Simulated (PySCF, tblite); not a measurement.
# C₅H₁₄BNSi: geometry, infrared bands and NMR shifts

Aim: predict the infrared bands and NMR shifts of C₅H₁₄BNSi (`[BH3-][N@+]1(C)CCC(=C)[SiH2]1`).

Computed with tblite 0.8.0 and PySCF 2.14.0, with density-fitted response routines of our own, on a single molecule in the gas phase. Atoms count from 0, in the outputs and in this text.

**1. Starting geometry**

22 atoms, charge 0, multiplicity 1; geometry from: force field or distance geometry start.

Bonds of the start (Å): B0–N1 1.55, N1–C2 1.46, N1–C3 1.49, C3–C4 1.55, C4–C5 1.48, C5–C6 1.34, C5–Si7 1.80, Si7–N1 1.81, B0–H8 1.19, B0–H9 1.21, B0–H10 1.19, C2–H11 1.10, C2–H12 1.11, C2–H13 1.11, C3–H14 1.12, C3–H15 1.09, C4–H16 1.12, C4–H17 1.12, C6–H18 1.09, C6–H19 1.08, Si7–H20 1.47, Si7–H21 1.47.

**2. Geometry optimisation with GFN2-xTB**

Job settings and geometry (Å):

```
{"job": {"kind": "relax", "xc": "GFN2-xTB", "basis": "xTB"}, "charge": 0, "multiplicity": 1}
B     -2.161300    -0.871200     0.146100
N     -0.900800    -0.025400    -0.173500
C     -1.267300     1.261200    -0.764400
C      0.042900    -0.758900    -1.065800
C      1.508200    -0.316300    -0.828400
C      1.650300     0.070900     0.594100
C      2.819700     0.294900     1.207900
Si     0.035300     0.268700     1.353200
H     -2.750600    -1.118500    -0.862000
H     -2.907100    -0.268100     0.877400
H     -1.885400    -1.903700     0.670100
H     -0.383000     1.878600    -0.997200
H     -1.836500     1.113200    -1.710800
H     -1.924100     1.853700    -0.085900
H      0.008600    -1.853900    -0.847100
H     -0.233300    -0.644100    -2.117700
H      1.743700     0.565300    -1.474300
H      2.203000    -1.150300    -1.088500
H      2.844400     0.594900     2.260400
H      3.760300     0.175000     0.681400
H     -0.201600    -0.776900     2.361300
H     -0.175600     1.630300     1.863100
```

Launch:

```sh
OMP_NUM_THREADS=1 python probes_run.py task.json out
```

The driver reads the jobs from task.json and runs them one after another.

**Question.** This job is followed by: GFN2-xTB harmonic vibrations, gas phase; GIAO PBE0/pcSseg-1 NMR shielding, non-relativistic, gas phase. Predict these results of the whole session: strongest single infrared mode (GFN2-xTB); zero-point energy (GFN2-xTB); 13C shifts against TMS (PBE0/pcSseg-1); 1H shifts against TMS (PBE0/pcSseg-1, means over atoms taken as alike); 11B shifts against BF3·OEt2 (PBE0/pcSseg-1); 15N shifts against NH3 (PBE0/pcSseg-1); 29Si shifts against TMS (PBE0/pcSseg-1).

The runs gave:

| quantity | value |
| --- | --- |
| strongest single infrared mode (GFN2-xTB) | 2389 cm⁻¹, 384 km/mol |
| zero-point energy (GFN2-xTB) | 113.0 kcal/mol |
| 13C shifts against TMS (PBE0/pcSseg-1) | 154.1, 137.1, 62.9, 46.4, 37.9 ppm |
| 1H shifts against TMS (PBE0/pcSseg-1, means over atoms taken as alike) | 6.43, 5.99, 5.16, 4.74, 3.38, 2.88, 2.74, 2.60, 2.52, 2.13 ppm |
| 11B shifts against BF3·OEt2 (PBE0/pcSseg-1) | -16.1 ppm |
| 15N shifts against NH3 (PBE0/pcSseg-1) | 45.7 ppm |
| 29Si shifts against TMS (PBE0/pcSseg-1) | -1.8 ppm |

In words: Over 60 steps the energy fell by 0.393 eV; of the close pairs, C5–Si7 changed most, 1.795 to 1.890 Å. No mode is imaginary among the 60: a minimum at this level. The strongest single mode, at 2389 cm⁻¹, moves mainly H10 and H9. GFN2-xTB is a fitted tight-binding method: band positions and strengths are rough. Its intensities can rank the bands wrongly. The most deshielded carbon is C5 (fully substituted alkene carbon), at 154.1 ppm: the olefinic region. At PBE0/pcSseg-1: The widest tensor belongs to C6: span 235 ppm, with a paramagnetic part of -200 ppm.
